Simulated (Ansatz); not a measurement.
Working through a fixed-spin-moment curve of V₃Mo, space group Fm-3m

Computed with Ansatz's Python interface.

`v3mo.cif`
```cif
data_V3Mo
_cell_length_a 4.276705
_cell_length_b 4.276705
_cell_length_c 4.276705
_cell_angle_alpha 60.00000
_cell_angle_beta 60.00000
_cell_angle_gamma 60.00000
_symmetry_space_group_name_H-M 'P 1'
_symmetry_Int_Tables_number 1
loop_
_symmetry_equiv_pos_as_xyz
'x, y, z'
loop_
_atom_site_label
_atom_site_type_symbol
_atom_site_fract_x
_atom_site_fract_y
_atom_site_fract_z
V1 V    0.250000    0.250000    0.250000
V2 V    0.750000    0.750000    0.750000
V3 V    0.500000    0.500000    0.500000
Mo4 Mo    0.000000    0.000000    0.000000
```

At the Python prompt:
```pycon
>>> import ansatz as az
>>> from ase.io import read
>>> from tabulate import tabulate
>>> atoms = read("v3mo.cif")
>>> crystal = az.Crystal.from_ase(atoms)
>>> crystal.resolved().sites[-1]
Site(symbol='Mo', position=(0.0, 0.0, 0.0), moment=None, axis=None, held=None, saved=None)
>>> setup = (
...     crystal.calculation()
...     .functional("pbesol", dispersion="D4")
...     .basis(530)
...     .kpoints(8)
...     .occupations("methfessel_paxton", width=0.15)
...     .mixing("anderson", beta=0.1)
...     .scf(extra_bands=4, lower_state_search="standard")
... )
>>> rows = []
>>> for total in [0.0, 1.3, 2.7, 4.0, 5.4]:
...     r = setup.spin("collinear", total=total, lock="hard").run().report
...     up, down = r["spin_fermi_energies_ev"]
...     rows.append((total, r["free_energy_ev"], up - down, r["absolute_magnetization_mub"]))
...
RunWarning: this spin-polarised run has no starting moment large enough to seed its density, and nothing else in its deck makes the two spin channels differ, so an SCF from that start keeps the magnetisation at zero until it first converges, unless a state found ahead of a linear-response series gives it moments [...]
DeckWarning: the band count 32 (scf.n_extra_bands) hosts the net moment |M| = 1.3000 μB (N_el = 53) but caps the reachable moment at 2·n_bands − N_el = 11.0000 μB, below the 33 bands that the automatic rule leaves for it — a moment growing past the seed, or the majority channel's smearing tail, pins there with fewer [...]
DeckWarning: This run holds its total moment fixed (magnetization.spin_locking.lock_magnetization: hard) and mixes its density by anderson or broyden (scf.mixing.algorithm, typed or taken by auto). Slabs with a fixed moment have converged under broyden above another state at the same moment, at the default mixing [...]
DeckWarning: the band count 32 (scf.n_extra_bands) hosts the net moment |M| = 2.7000 μB (N_el = 53) but caps the reachable moment at 2·n_bands − N_el = 11.0000 μB, below the 34 bands that the automatic rule leaves for it — a moment growing past the seed, or the majority channel's smearing tail, pins there with fewer [...]
DeckWarning: the band count 33 (scf.n_extra_bands) hosts the net moment |M| = 4.0000 μB (N_el = 53) but caps the reachable moment at 2·n_bands − N_el = 13.0000 μB, below the 35 bands that the automatic rule leaves for it — a moment growing past the seed, or the majority channel's smearing tail, pins there with fewer [...]
DeckWarning: the band count 34 (scf.n_extra_bands) hosts the net moment |M| = 5.4000 μB (N_el = 53) but caps the reachable moment at 2·n_bands − N_el = 15.0000 μB, below the 36 bands that the automatic rule leaves for it — a moment growing past the seed, or the majority channel's smearing tail, pins there with fewer [...]
>>> reference = rows[0][1]
>>> rows = [(m, 1000 * (e - reference), split, size) for m, e, split, size in rows]
>>> print(tabulate(rows, headers=["total muB", "F - F(0) meV", "EF up - down eV", "absolute muB"], floatfmt=".4f", tablefmt="pipe"))
|   total muB |   F - F(0) meV |   EF up - down eV |   absolute muB |
|------------:|---------------:|------------------:|---------------:|
|      0.0000 |         0.0000 |            0.0000 |         0.0000 |
|      1.3000 |        72.6263 |            0.2399 |         1.3087 |
|      2.7000 |       409.5375 |            0.8590 |         2.7142 |
|      4.0000 |      1058.7313 |            1.1105 |         4.0100 |
|      5.4000 |      1931.9621 |            1.3695 |         5.4080 |
>>> best = min(rows, key=lambda row: row[1])
>>> print(f"lowest at {best[0]} muB per cell, {best[1]:.1f} meV against the first point")
lowest at 0.0 muB per cell, 0.0 meV against the first point
```

The lowest point lies at 0 μB a cell, the first of the scan; at 5.4 μB the energy is 1932 meV above the lowest.

What to keep in mind:
- These settings explore the input space; cutoff and mesh may be short of convergence.
- Dispersion corrections can be off by several per cent in the lattices of metals, and by several GPa in the pressure at a fixed cell.
- The mesh is modest for a metal, so energies can be off by several to tens of meV an atom and pressures by half a GPa or more; differences at equal mesh fare better.
- The structure comes from a database of computed cells and needn't be a stable or known phase.
- Warnings are shown shortened and without file and line.
- Only points where the Fermi levels of the two spins meet (minima, maxima and zero moment) are free solutions; a shallow minimum can lie between the points.
- Hardware and time: 99 s on 1 thread of Arm Neoverse V2, with other jobs on the host, peak memory 0.61 GiB.
